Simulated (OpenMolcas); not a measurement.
# Mn⁴⁺ among point charges: CASSCF and CASPT2 levels and susceptibility

How does a field of 6 point charges split the states of Mn⁴⁺, and what χT follows?

The numbers are computed with OpenMolcas 26.06 (state-averaged CASSCF and CASPT2, spin-orbit coupling by RASSI with atomic mean-field integrals), except any that are marked as measured or tabulated.

## Step 1: The system

- Species: Mn⁴⁺ (manganese, Z = 25, 21 electrons)
- Basis: ANO-RCC-VDZP [5s4p2d1f], 34 functions
- Scalar Hamiltonian: DKH2, point nucleus
- Inactive shells: 1s 2s 2p 3s 3p
- Active space: 3 electrons in 5 orbitals (3d)
- Some configurations of this space: 3d³
- Orbitals: optimised for each spin and parity, averaged over all roots

Outer shells as boxes (Hund's rule):

3d3
```
3d [↑ ][↑ ][↑ ][  ][  ]
```

The ion sits among 6 point charges of -2.2 e arranged as an octahedron (Oh), 2.19 Å from the ion.

The work runs as a chain of OpenMolcas steps in one folder; each step below is one input file. Labels, J, g values, rates, χT and fits are worked out afterwards by a script from the matrices that RASSI stores. The input lists half of the charges; inversion (Group=XYZ) makes the rest.

## Step 2: GATEWAY and SEWARD: basis and integrals

a.inp

```
&GATEWAY
Coord
1

Mn 0.0 0.0 0.0
Basis=ANO-RCC-VDZP
Group=XYZ
NoMove
AngMom=0.0 0.0 0.0
AMFI
XField
3 Angstrom 0
2.190000 0.000000 0.000000 -2.200000
0.000000 2.190000 0.000000 -2.200000
0.000000 0.000000 2.190000 -2.200000
&SEWARD
```

Started as:

```console
$ OMP_NUM_THREADS=1 MOLCAS_MEM=1689 MOLCAS_PROJECT=a pymolcas a.inp > a.log
```

## Step 3: CASSCF: quartets of even parity, 10 roots

a.inp

```
&RASSCF
FileOrb=start.orb
Symmetry=1
Spin=4
nActEl=3 0 0
Inactive=3 6
Ras2=5 0
CIRoot=10 10 1
SDav=10
CIMx=300
Iter=120 100
PrWF=0.3
OrbListing=Nothing
MaxOrb=0
>>> COPY $Project.JobIph JOB001
```

start.orb holds the contracted functions of the basis, ordered by shell, or the orbitals of the step before.

## Step 4: CASSCF: doublets of even parity, 40 roots

a.inp

```
&RASSCF
FileOrb=start.orb
Symmetry=1
Spin=2
nActEl=3 0 0
Inactive=3 6
Ras2=5 0
CIRoot=40 40 1
SDav=40
CIMx=300
Iter=120 100
PrWF=0.3
OrbListing=Nothing
MaxOrb=0
>>> COPY $Project.JobIph JOB002
```

## Step 5: RASSI: spin-orbit coupling between the states

a.inp

```
&RASSI
NrOfJobIphs=2 10 40
1 2 3 4 5 6 7 8 9 10
1 2 3 4 5 6 7 8 9 10 11 12 13 14 15 16 17 18 19 20 21 22 23 24 25 26 27
28 29 30 31 32 33 34 35 36 37 38 39 40
IphNames
JOB001
JOB002
EJob
SpinOrbit
DIPRint=1.0
SOCoupling=1000.0
Subsets=2
Property=9
'ANGMOM' 1 'ANGMOM' 2 'ANGMOM' 3 'MLTPL  1' 1 'MLTPL  1' 2 'MLTPL  1' 3
'AMFI' 1 'AMFI' 2 'AMFI' 3
SOProperty=3
'ANGMOM' 1 'ANGMOM' 2 'ANGMOM' 3
```

## Step 6: CASPT2: IPEA 0.25, imaginary shift 0.1 (closed shells correlated: 3s 3p)

a.inp

```
>>> COPY JOB001 $Project.JobIph
&CASPT2
Multistate=10 1 2 3 4 5 6 7 8 9 10
NoMult
Frozen=2 3
IPEA=0.25
Imaginary=0.1
MaxIter=60
WThr=0.0 0.3 0.05
PrWF=0.5
NoMix
>>> COPY JOB002 $Project.JobIph
&CASPT2
Multistate=40 1 2 3 4 5 6 7 8 9 10 11 12 13 14 15 16 17 18 19 20 21 22
23 24 25 26 27 28 29 30 31 32 33 34 35 36 37 38 39 40
NoMult
Frozen=2 3
IPEA=0.25
Imaginary=0.1
MaxIter=60
WThr=0.0 0.3 0.05
PrWF=0.5
NoMix
```

(Steps that only read results are left out.)

Before running it: what results should come out? Wanted: spin-free ground state; first state of the same spin within the active space; lowest level; next level.

As calculated:

| quantity | value |
| --- | --- |
| method | SS-CASPT2, IPEA 0.25, imaginary shift 0.1 (closed shells correlated: 3s 3p) |
| spin-free ground state | 4A2, 1-fold in its orbital part |
| first state of the same spin within the active space | 4T2 at 1230 cm⁻¹ |
| lowest level | 4-fold Γ8 |
| next level | 1258.4 cm⁻¹ |
| χT at 300 K | 1.01 cm³ K/mol |
| effective moment at 300 K | 2.85 μB |

Cost by method:

| method | time of its own steps | time with the reference |
| --- | --- | --- |
| A. CASSCF | 12 s | 12 s |
| B. SS-CASPT2, IPEA 0.25, imaginary shift 0.1, +3s 3p | 3.2 s | 15 s |

Times are of one thread on a shared host.

What this shows: The spin-free ground state (4A2) comes to 100 % from free-ion F terms and keeps the highest spin of the shell. χT at 300 K is 1.01, against 1.88 cm³ K/mol for the spin alone, so spin-orbit coupling lowers it. CASPT2 does not keep the components of a term degenerate, and the means are used. The field of point charges can differ much from that of real complexes. Point charges carry no covalency, so the field is a model and not that of real ligands.
